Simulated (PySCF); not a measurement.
# CsTe: from the state search to spectroscopic constants

One table from this session's results is given with a row withheld; the runs are named, their logs left out.

Method: Cs def2-SVP with ECP46, Te def2-SVP with ECP28, scalar-relativistic core potentials; program: PySCF 2.14.0.

The first run:

A driver script around PySCF takes these settings:

```json
{"atoms": "Cs, Te", "charge": "0", "basis": "Cs def2-SVP with ECP46, Te def2-SVP with ECP28", "Hamiltonian": "scalar-relativistic core potentials", "basis functions": "50", "electrons treated": "33", "masses in u": "132.9054, 129.9062", "levels": "PBE0, PBE, r²SCAN, BLYP, PW91, M06-2X, HSE06, HF, MP2, SCS-MP2, CCSD, CCSD(T)", "grid": "80 radial by 434 angular points", "occupations": "held fixed by the projection of orbital angular momentum", "dissociation limit": "Cs + Te, each in its ground configuration", "starting distance in angstrom": "3.525", "values of 2S to try": "1, 3"}
```

On the command line:

```bash
$ OMP_NUM_THREADS=1 python dia.py task.json out
```

Steps of the session up to this table: The job; The PBE0 curve of the state that the search chose; Excited determinants; PBE (GGA); r²SCAN; BLYP (GGA); PW91 (GGA); M06-2X (hybrid meta-GGA); HSE06 (range-separated hybrid); UHF (mean field); MP2 and coupled cluster.

One table of the session follows, with a row left open; its other results are not shown here.

It belongs to the step «The curves together». Energy (eV) from each level's lowest point:

```
R (Å)    UHF  UHF-MP2  UHF-SCS-MP2  UHF-CCSD  UHF-CCSD(T)
3.019  0.771    0.655        0.676       n/a          n/a
3.159  0.386    0.304        0.318     0.313        0.309
3.299  0.158    0.106        0.114     0.111        0.109
3.405  0.061    0.030        0.034     0.032        0.032
3.510  0.013    0.000        0.000     0.000        0.000
3.615  0.000    0.004        0.001     0.002        0.003
3.756  0.025    0.048        0.041     0.044        0.045
3.931      ?        ?            ?         ?            ?
4.142  0.230    0.293        0.278     0.284        0.286
4.423  0.433    0.515        0.496       n/a          n/a
```

Q: Estimate the row for R (Å) = 3.931 from the others.

Worked estimate for «UHF». A straight line through the neighbours (3.756, 0.025) and (4.142, 0.230) gives 0.025 + (0.230 − 0.025) × (3.931 − 3.756) / (4.142 − 3.756) = 0.118; a parabola fitted to 4 rows on both sides gives 0.106.

The run gave: UHF: 0.100; UHF-MP2: 0.144; UHF-SCS-MP2: 0.133; UHF-CCSD: 0.138; UHF-CCSD(T): 0.139. In «UHF» the line misses by +0.018 and the parabola by +0.006.

State 2 has its PBE0 minimum 0.25 eV higher. State 3 has its PBE0 minimum 2.21 eV higher. The other levels ran on the lowest alone.

Caveats from the session: At some levels the lowest empty orbital lies below the highest filled one (the two can be of opposite spin).
